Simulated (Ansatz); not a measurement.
Input of an Ansatz 0.2.0 run:

Contents of input.yaml:

```yaml
crystal:
  lattice:
    - [3.66050052, 0.0, 0.0]
    - [0.0, 3.66050052, 0.0]
    - [0.0, 0.0, 3.66050052]
  atoms:
    - { symbol: Ge, position: [-0.01765, 0.001191, 0.00897] }
    - { symbol: Fe, position: [0.5087, 0.008782, 0.508754], spin: 3.0 }
    - { symbol: Fe, position: [0.496635, 0.515485, 0.011532], spin: 3.0 }
    - { symbol: Fe, position: [0.004126, 0.493165, 0.500831], spin: 3.0 }
kpoints:
  mp_grid: { grid: [7, 7, 7] }
scf:
  occupations: { method: fermi_dirac, width: 0.05 }
hamiltonian:
  xc: pbesol
  pseudopotentials: { kind: all_electron, lapw: { basis_error: 0.001 } }
magnetization:
  spin_polarized: true
output:
  forces: true
  stress: true
  eigenvalues: true
  populations: true
```

Potentials or basis: all-electron LAPW, scalar-relativistic.

Launch:

```console
$ ansatz run input.yaml --threads 4 --pin off --max-ram 12288MiB --backend cpu --events-out ev --progress --plain --runs-dir out
```

Estimate the absolute moment.

6.87 μB per cell.

Estimate the site moments.

Ge -0.14; Fe +2.20, +2.21 μB.

What does it give for the pressure?

-11.1 GPa.

Predict the net moment.

6.39 μB per cell.

Stress tensor (GPa, compression positive):
```
-11.04   0.24  -0.05
  0.24 -11.26   0.08
 -0.05   0.08 -11.10
```
